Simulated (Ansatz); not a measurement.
# Ga₂H₂F₄: small, medium and large basis sets

One table from this session's results is given with a row withheld; the runs are named, their logs left out.

The runs use Ansatz 0.2.0, Gaussian basis; one geometry, several basis sets.

Plan: PBE0-D4/def2-SVP; ωB97M-V/def2-SVP; PBE0-D4/def2-QZVPP; ωB97M-V/def2-QZVPP; the functionals' def2-TZVPP values are taken from earlier runs.

## The geometry

The geometry comes from an earlier relaxation with PBE0-D4 in a triple-zeta def2 set; it is a stationary point, not always the lowest conformer.

SMILES `[F][Ga@H-]1[F+][Ga@@H-]([F])[F+]1`, 8 atoms, charge 0, spin multiplicity 1.

Atoms are counted from 1 here; the program's logs count them from 0.

Bond lengths: F1–Ga2 1.736 Å, Ga2–F3 1.924 Å, Ga2–F6 1.924 Å, Ga2–H7 1.535 Å, F3–Ga4 1.924 Å, Ga4–F5 1.736 Å, Ga4–F6 1.924 Å, Ga4–H8 1.535 Å. Angles: F1–Ga2–F3 105.2°, F1–Ga2–F6 105.2°, F1–Ga2–H7 129.0°, F3–Ga2–F6 79.3°, F3–Ga2–H7 113.4°, F6–Ga2–H7 113.5°, Ga2–F3–Ga4 100.7°, F3–Ga4–F5 105.2°, F3–Ga4–F6 79.3°, F3–Ga4–H8 113.4°, F5–Ga4–F6 105.2°, F5–Ga4–H8 129.0°, F6–Ga4–H8 113.4°, Ga2–F6–Ga4 100.7°.

The first run:

in.yaml reads:

```yaml
crystal:
  periodic: [false, false, false]
  atoms:
    - {symbol: F, position_ang: [2.156956, -1.357817, 0.281869]}
    - {symbol: Ga, position_ang: [1.378424, 0.176315, 0.517603]}
    - {symbol: F, position_ang: [0.352411, 0.472590, -1.082399]}
    - {symbol: Ga, position_ang: [-1.403969, -0.026494, -0.476608]}
    - {symbol: F, position_ang: [-1.653753, -1.635559, -1.079744]}
    - {symbol: F, position_ang: [-0.390932, -0.245668, 1.143937]}
    - {symbol: H, position_ang: [1.949168, 1.466408, 1.122526]}
    - {symbol: H, position_ang: [-2.388306, 1.150225, -0.427194]}
basis:
  gaussian: {orbitals: def2-SVP}
hamiltonian: {xc: pbe0, dispersion: d4}
output: {orbitals: {seedname: orbitals}}
```

Run with:

```console
$ ansatz run in.yaml --threads 4 --pin off --events-out ev --progress --plain --max-ram 11315MiB
```

Steps of the session up to this table: PBE0-D4 in def2-SVP; ωB97M-V in def2-SVP; PBE0-D4 in def2-QZVPP; ωB97M-V in def2-QZVPP.

One of the session's tables, all rows but one given; the rest of the session is left out.

It belongs to the step «Functionals by basis». 

| functional | basis | HOMO (eV) |
| --- | --- | --- |
| PBE0-D4 | def2-SVP | ? |
| PBE0-D4 | def2-TZVPP | -10.33 |
| PBE0-D4 | def2-QZVPP | -10.36 |
| ωB97M-V | def2-SVP | -12.54 |
| ωB97M-V | def2-TZVPP | -12.66 |
| ωB97M-V | def2-QZVPP | -12.70 |

**Question.** Estimate the row for PBE0-D4, def2-SVP.

The run gave: HOMO (eV): -10.24. In the column «HOMO (eV)» it is the highest.
